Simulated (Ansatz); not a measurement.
What does this script print? It uses Ansatz 0.2.0, Python API.

`torsion_c2h5bse.py`:
```python
"""Energy of C2H5BSe as one group turns about a bond."""

import ansatz
from ase import Atoms

atoms = Atoms(["C", "B", "C", "Se", "H", "H", "H", "H", "H"], positions=[
    (-0.2254, 1.1956, -0.7189),
    (0.0319, -0.259, -0.3152),
    (0.3955, -1.1864, 0.8716),
    (-0.6424, -2.2296, -0.1063),
    (-0.5483, 1.268, -1.822),
    (-1.115, 1.6428, -0.1204),
    (0.6534, 1.8674, -0.5553),
    (0.05, -0.8376, 1.8514),
    (1.4888, -1.5076, 0.8981),
])

# relax first, so that the scan starts from a minimum
first = (
    ansatz.Crystal.molecule_from_ase(atoms).calculation()
    .basis(gaussian="def2-SVP")  # atom-centred Gaussian functions
    .functional("cam_b3lyp")
    .relax(force_tolerance=0.02, max_steps=80)  # relax until the tolerances are met
)
atoms.positions = first.run(threads=1).report["positions_ang"]

start = atoms.get_dihedral(2, 1, 0, 4)
energies = {}
for turn in range(0, 121, 15):
    turned = atoms.copy()
    turned.set_dihedral(2, 1, 0, 4, start + turn, indices=[0, 4, 5, 6])
    job = (
        ansatz.Crystal.molecule_from_ase(turned).calculation()
        .basis(gaussian="def2-SVP")  # atom-centred Gaussian functions
        .functional("cam_b3lyp")
    )
    energies[round((start + turn) % 360)] = job.run(threads=1).report["free_energy_ev"]
floor = min(energies.values())
print("dihedral C2-B1-C0-H4 (deg)   E - E(min) (kJ/mol)")
for angle, e in sorted(energies.items()):
    print(f"{angle:8d} {96.485332 * (e - floor):14.3f}  " + "#" * int(30 * (e - floor) / max(max(energies.values()) - floor, 1e-9)))
```

```console
$ python torsion_c2h5bse.py
dihedral C2-B1-C0-H4 (deg)   E - E(min) (kJ/mol)
     177          0.000
     192          0.346  ##
     207          1.392  #########
     222          2.715  ###################
     237          3.790  ##########################
     252          4.240  ##############################
     267          4.001  ############################
     282          3.312  #######################
     297          2.542  #################
```

The scan is rigid and the energies are electronic, in a modest basis. With rigid groups the curve can differ much from the relaxed path, the start wasn't checked as a minimum of this torsion, and equivalent turns needn't return to the same energy. Hardware and time: 85 s on 1 thread of AMD EPYC 7B13 (Zen 3), with other jobs on the host, peak memory 0.33 GiB.

(A comment or docstring line of the script was reworded after the run, the code is as it ran.)
